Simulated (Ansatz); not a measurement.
Geometry optimisation, Ansatz 0.2.0, DFT PBE, scalar-relativistic, plane waves, PAW.

The input (input.yaml):

```yaml
crystal:
  lattice:
    - [7.14, 0.0, 0.0]
    - [0.0, 7.14, 0.0]
    - [0.0, 0.0, 7.14]
  atoms:
    - { symbol: C, position: [0.5, 0.0, 0.0] }
    - { symbol: C, position: [0.625, 0.125, 0.125] }
    - { symbol: C, position: [0.75, 0.25, 0.0] }
    - { symbol: C, position: [0.875, 0.375, 0.125] }
    - { symbol: C, position: [0.75, 0.0, 0.25] }
    - { symbol: C, position: [0.875, 0.125, 0.375] }
    - { symbol: C, position: [0.0, 0.0, 0.0] }
    - { symbol: C, position: [0.125, 0.125, 0.125] }
    - { symbol: C, position: [0.25, 0.25, 0.0] }
    - { symbol: C, position: [0.375, 0.375, 0.125] }
    - { symbol: C, position: [0.5, 0.5, 0.0] }
    - { symbol: C, position: [0.625, 0.625, 0.125] }
    - { symbol: C, position: [0.75, 0.75, 0.0] }
    - { symbol: C, position: [0.875, 0.875, 0.125] }
    - { symbol: C, position: [0.25, 0.0, 0.25] }
    - { symbol: C, position: [0.375, 0.125, 0.375] }
    - { symbol: C, position: [0.5, 0.25, 0.25] }
    - { symbol: C, position: [0.625, 0.375, 0.375] }
    - { symbol: C, position: [0.75, 0.5, 0.25] }
    - { symbol: C, position: [0.875, 0.625, 0.375] }
    - { symbol: C, position: [0.5, 0.0, 0.5] }
    - { symbol: C, position: [0.625, 0.125, 0.625] }
    - { symbol: C, position: [0.75, 0.25, 0.5] }
    - { symbol: C, position: [0.875, 0.375, 0.625] }
    - { symbol: C, position: [0.75, 0.0, 0.75] }
    - { symbol: C, position: [0.875, 0.125, 0.875] }
    - { symbol: C, position: [0.0, 0.5, 0.0] }
    - { symbol: C, position: [0.125, 0.625, 0.125] }
    - { symbol: C, position: [0.25, 0.75, 0.0] }
    - { symbol: C, position: [0.375, 0.875, 0.125] }
    - { symbol: C, position: [0.0, 0.25, 0.25] }
    - { symbol: C, position: [0.25, 0.5, 0.25] }
    - { symbol: C, position: [0.375, 0.625, 0.375] }
    - { symbol: C, position: [0.5, 0.75, 0.25] }
    - { symbol: C, position: [0.625, 0.875, 0.375] }
    - { symbol: C, position: [0.0, 0.0, 0.5] }
    - { symbol: C, position: [0.125, 0.125, 0.625] }
    - { symbol: C, position: [0.25, 0.25, 0.5] }
    - { symbol: C, position: [0.375, 0.375, 0.625] }
    - { symbol: C, position: [0.5, 0.5, 0.5] }
    - { symbol: C, position: [0.625, 0.625, 0.625] }
    - { symbol: C, position: [0.75, 0.75, 0.5] }
    - { symbol: C, position: [0.875, 0.875, 0.625] }
    - { symbol: C, position: [0.25, 0.0, 0.75] }
    - { symbol: C, position: [0.375, 0.125, 0.875] }
    - { symbol: C, position: [0.5, 0.25, 0.75] }
    - { symbol: C, position: [0.625, 0.375, 0.875] }
    - { symbol: C, position: [0.75, 0.5, 0.75] }
    - { symbol: C, position: [0.875, 0.625, 0.875] }
    - { symbol: C, position: [0.0, 0.75, 0.25] }
    - { symbol: C, position: [0.125, 0.875, 0.375] }
    - { symbol: "N", position: [0.125, 0.375, 0.375] }
    - { symbol: C, position: [0.125, 0.625, 0.625] }
    - { symbol: C, position: [0.25, 0.75, 0.5] }
    - { symbol: C, position: [0.375, 0.875, 0.625] }
    - { symbol: C, position: [0.0, 0.25, 0.75] }
    - { symbol: C, position: [0.125, 0.375, 0.875] }
    - { symbol: C, position: [0.25, 0.5, 0.75] }
    - { symbol: C, position: [0.375, 0.625, 0.875] }
    - { symbol: C, position: [0.5, 0.75, 0.75] }
    - { symbol: C, position: [0.625, 0.875, 0.875] }
    - { symbol: C, position: [0.0, 0.75, 0.75] }
    - { symbol: C, position: [0.125, 0.875, 0.875] }
total_charge: -1
basis:
  ecutwfc: 420.0
kpoints:
  mp_grid: { grid: [2, 2, 2] }
hamiltonian:
  xc: pbe
  pseudopotentials: { kind: paw, azcp: { folder: soft_1 } }
scf:
  occupations: { method: gaussian, width: 0.05 }
  lower_state_search: "off"
relax:
  f_tol: 0.03
  max_steps: 60
  adjacent_minimum: "off"
```

Command:

```bash
$ ansatz run input.yaml --threads 4 --pin off --max-ram 10240MiB --backend cpu --events-out ev --progress --plain --runs-dir out
```

Q: Where does it end, and by what steps?

A: It converged. The force dipped under the threshold on the way, but the program's further checks kept it going. Limits of this set-up: no spin, though dangling bonds at a vacancy may carry it, a typed lattice constant that wasn't relaxed here, charged cell in a uniform background, uncorrected. After 4 steps the energy has fallen by 0.772 eV; N52 moved furthest, 0.14 Å.

```csv
step,energy less start (eV),largest force component (eV/Å),accepted
0,0.0000,1.583,yes
1,-0.5743,0.790,yes
2,-0.7659,0.126,yes
3,-0.7717,0.026,yes
4,-0.7717,0.026,yes
```

```xyz
63
Lattice="7.1400 0.0000 0.0000 0.0000 7.1400 0.0000 0.0000 0.0000 7.1400" Properties=species:S:1:pos:R:3
C 3.571 -0.001 -0.001
C 4.468 0.894 0.894
C 5.362 1.788 0.007
C 6.264 2.686 0.908
C 5.362 0.007 1.788
C 6.264 0.908 2.686
C 0.000 0.001 0.001
C 0.895 0.882 0.882
C 1.785 1.785 -0.010
C 2.688 2.675 0.882
C 3.569 3.570 0.001
C 4.457 4.460 0.890
C 5.356 5.354 0.001
C 6.250 6.253 0.890
C 1.785 -0.010 1.785
C 2.688 0.882 2.675
C 3.580 1.785 1.785
C 4.471 2.682 2.682
C 5.374 3.580 1.808
C 6.182 4.528 2.637
C 3.569 0.001 3.570
C 4.457 0.890 4.460
C 5.374 1.808 3.580
C 6.182 2.637 4.528
C 5.356 0.001 5.354
C 6.250 0.890 6.253
C -0.001 3.571 0.000
C 0.884 4.446 0.908
C 1.782 5.348 0.007
C 2.676 6.242 0.894
C 0.042 1.787 1.787
C 1.783 3.528 1.787
C 2.662 4.446 2.686
C 3.563 5.348 1.788
C 4.454 6.256 2.685
C -0.001 0.000 3.571
C 0.884 0.908 4.446
C 1.783 1.787 3.528
C 2.662 2.686 4.446
C 3.570 3.571 3.571
C 4.463 4.463 4.463
C 5.359 5.351 3.564
C 6.247 6.247 4.463
C 1.782 0.007 5.348
C 2.676 0.894 6.242
C 3.563 1.788 5.348
C 4.454 2.685 6.256
C 5.359 3.564 5.351
C 6.247 4.463 6.247
C -0.010 5.336 1.808
C 0.888 6.239 2.682
N 0.971 2.599 2.599
C 0.933 4.528 4.528
C 1.762 5.336 3.580
C 2.680 6.253 4.460
C -0.010 1.808 5.336
C 0.888 2.682 6.239
C 1.762 3.580 5.336
C 2.680 4.460 6.253
C 3.569 5.354 5.354
C 4.463 6.247 6.247
C 0.006 5.351 5.351
C 0.885 6.256 6.256
```

Whether the end is a true minimum wasn't checked by a vibrational analysis.

Run time: 19 s on 4 threads of Arm Neoverse V2, on a shared host, peak memory 1.5 GiB.
